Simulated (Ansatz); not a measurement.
# SrZr5O: the cost of one run

Method: DFT PBE, scalar-relativistic, plane waves, PAW, unless a step names another level, in Ansatz 0.2.0.

9 further runs of the same task are left out: 9 set aside as unsound or not needed.

## 1. What the formula suggests

Pauling electronegativities: Sr 0.95, Zr 1.33, O 3.44 (spread 2.49). No set of common oxidation states balances it. Tabulated atomic sizes suggest about 17 Å³/atom. 31 candidates were drawn, by swapping species into database cells of other compounds, at random by space group and Wyckoff sites, or by hand, as the table says:

```
name                                             made from  space group no.                       Wyckoff sites  atoms (primitive cell)  V (Å³/atom)
 c01                                                random              187              Sr 1e; Zr 2h, 3j; O 1f                       7         19.8
 c02                                                random              115          Sr 1d; Zr 1b, 2g, 2e; O 1c                       7         17.0
 c03                                                random              107              Sr 2a; Zr 8c, 2a; O 2a                       7         19.1
 c04                                                random               71              Sr 2b; Zr 8m, 2c; O 2a                       7         16.9
 c05                                                random               12          Sr 2c; Zr 4i, 4f, 2a; O 2b                       7         17.6
 c06                         built by hand: O-filled AuBe5              216             Sr 4a; Zr 16e, 4d; O 4b                       7         21.2
 c07                                built by hand: HoCoGa5              123              Sr 1a; Zr 4i, 1c; O 1b                       7         20.6
 c08                                                random              123              Sr 1c; Zr 4o, 1a; O 1d                       7         21.1
 c09                                                random              123              Sr 1c; Zr 4i, 1d; O 1b                       7         19.4
 c10                                                random               47              Sr 1b; Zr 1f, 4v; O 1e                       7         19.0
 c11                               database cell of SnPPd5              123              Sr 1b; Zr 4i, 1a; O 1c                       7         15.9
 c12                                                random              166              Sr 3b; Zr 9d, 6c; O 3a                       7         19.9
 c13                built by hand: SrO monolayer in bcc Zr              123          Sr 1a; Zr 2h, 2g, 1d; O 1c                       7         21.5
 c14                                                random              183          Sr 1a; Zr 2b, 2b, 1a; O 1a                       7         20.3
 c15                                                random              191              Sr 1b; Zr 3f, 2d; O 1a                       7         17.8
 c16                                                random              119              Sr 2c; Zr 8g, 2b; O 2a                       7         19.3
 c17                                                random              166              Sr 3b; Zr 9e, 6c; O 3a                       7         20.0
 c18                                                random              166              Sr 3a; Zr 9d, 6c; O 3b                       7         18.8
 c19                                                random              189              Sr 1a; Zr 3g, 2d; O 1b                       7         21.5
 c20                                                random               65              Sr 2b; Zr 8n, 2c; O 2a                       7         21.4
 c21  built by hand: SrO rocksalt bilayer with bcc Zr slab              129  Sr 2c; Zr 2c, 2c, 2c, 2c, 2c; O 2c                      14         21.2
 c22                                                random               38              Sr 2b; Zr 8f, 2a; O 2b                       7         21.6
 c23                                                random              164              Sr 1a; Zr 2d, 3f; O 1b                       7         17.0
 c24                                                random              191              Sr 1b; Zr 3f, 2e; O 1a                       7         18.5
 c25                         built by hand: O-filled CaCu5              191              Sr 1a; Zr 3g, 2c; O 1b                       7         18.2
 c26                              database cell of YbIn5Rh              123              Sr 1a; Zr 1c, 4i; O 1b                       7         17.9
 c27                                                random               83              Sr 1a; Zr 4k, 1d; O 1b                       7         19.7
 c28                              database cell of MgAsPt5              123              Sr 1d; Zr 1c, 4i; O 1a                       7         16.2
 c29                                                random              191              Sr 1b; Zr 3g, 2e; O 1a                       7         21.9
 c30                               database cell of CaNi5H               65          Sr 2a; Zr 4i, 2c, 4f; O 2b                       7         18.4
 c31                               database cell of TlPPt5              123              Sr 1c; Zr 4i, 1a; O 1b                       7         15.1
```

## 2. Screening run of c07

File input.yaml:

```yaml
crystal:
  lattice:
    - [4.6, 0.0, 0.0]
    - [0.0, 4.6, 0.0]
    - [0.0, 0.0, 6.8]
  atoms:
    - { symbol: Sr, position: [0.0, 0.0, 0.0] }
    - { symbol: Zr, position: [0.5, 0.0, 0.695] }
    - { symbol: Zr, position: [0.5, 0.0, 0.305] }
    - { symbol: Zr, position: [0.0, 0.5, 0.695] }
    - { symbol: Zr, position: [0.0, 0.5, 0.305] }
    - { symbol: Zr, position: [0.5, 0.5, 0.0] }
    - { symbol: O, position: [0.0, 0.0, 0.5] }
basis:
  ecutwfc: 420
kpoints:
  mp_grid: { grid: [4, 4, 3] }
hamiltonian:
  xc: pbe
scf:
  occupations: { method: gaussian, width: 0.2 }
  lower_state_search: "off"
output:
  forces: true
  stress: true
  eigenvalues: true
relax:
  adjacent_minimum: "off"
  f_tol: 0.08
  max_steps: 16
  cell: { stress_tol: 0.8 }
```

Launch:

```
> ansatz run input.yaml --threads 1 --pin off --max-ram 2560MiB --backend cpu --events-out ev --progress --plain --runs-dir out
```

Q: Estimate wall time and peak memory on 1 thread of Intel Xeon at 2.50GHz (Skylake/Cascade Lake), shared host.

About 97 s, with a peak of 0.46 GiB.
